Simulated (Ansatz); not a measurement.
# CH6AlNO: the cost of one run

All numbers below are computed with Ansatz 0.2.0 (RKS r2SCAN-D4/6-31G*).

### Step 1. The structure to begin with

Bond lengths: C1–O2 1.338 Å, O2–Al3 1.829 Å, Al3–N4 2.009 Å, C1–H5 1.158 Å, C1–H6 1.137 Å, C1–H7 1.143 Å, Al3–H8 1.569 Å, N4–H9 1.092 Å, N4–H10 1.007 Å. Angles: C1–O2–Al3 108.4°, O2–C1–H5 110.1°, O2–C1–H6 115.0°, O2–C1–H7 114.1°, H5–C1–H6 103.9°, H5–C1–H7 104.9°, H6–C1–H7 107.9°, O2–Al3–N4 119.9°, O2–Al3–H8 122.8°, N4–Al3–H8 117.3°, Al3–N4–H9 102.2°, Al3–N4–H10 103.0°, H9–N4–H10 108.1°.

As a file:

```xyz
10

C    -1.3001    0.2067   -0.9639
O    -0.4966   -0.8632   -0.9309
Al    0.3938   -0.8685    0.6665
N     2.1643    0.0672    0.8294
H    -1.8864    0.2337   -1.9624
H    -2.1131    0.2224   -0.1692
H    -0.7483    1.2066   -0.9206
H    -0.1471   -1.6107    1.9386
H     1.9528    0.8324    1.5785
H     2.2638    0.5223   -0.0631
```

### Step 2. End point A

File input.yaml:

```yaml
crystal:
  periodic: [false, false, false]
  atoms:
    - { symbol: C, position_ang: [-1.3001, 0.2067, -0.9639] }
    - { symbol: O, position_ang: [-0.4966, -0.8632, -0.9309] }
    - { symbol: Al, position_ang: [0.3938, -0.8685, 0.6665] }
    - { symbol: "N", position_ang: [2.1643, 0.0672, 0.8294] }
    - { symbol: H, position_ang: [-1.8864, 0.2337, -1.9624] }
    - { symbol: H, position_ang: [-2.1131, 0.2224, -0.1692] }
    - { symbol: H, position_ang: [-0.7483, 1.2066, -0.9206] }
    - { symbol: H, position_ang: [-0.1471, -1.6107, 1.9386] }
    - { symbol: H, position_ang: [1.9528, 0.8324, 1.5785] }
    - { symbol: H, position_ang: [2.2638, 0.5223, -0.0631] }
basis:
  gaussian: { orbitals: "6-31G*" }
hamiltonian:
  xc: r2scan
  dispersion: d4
relax:
  f_tol: 0.015
  max_steps: 40
```

The run is started by

```bash
$ ansatz run input.yaml --threads 1 --pin off --max-ram 2048MiB --backend cpu --events-out ev --progress --plain --runs-dir out
```

**Question.** How long does this run take on 1 thread of AMD EPYC 7R43 (Zen 3), shared host, and how much memory does it need?

About 74 s, with a peak of 0.18 GiB.
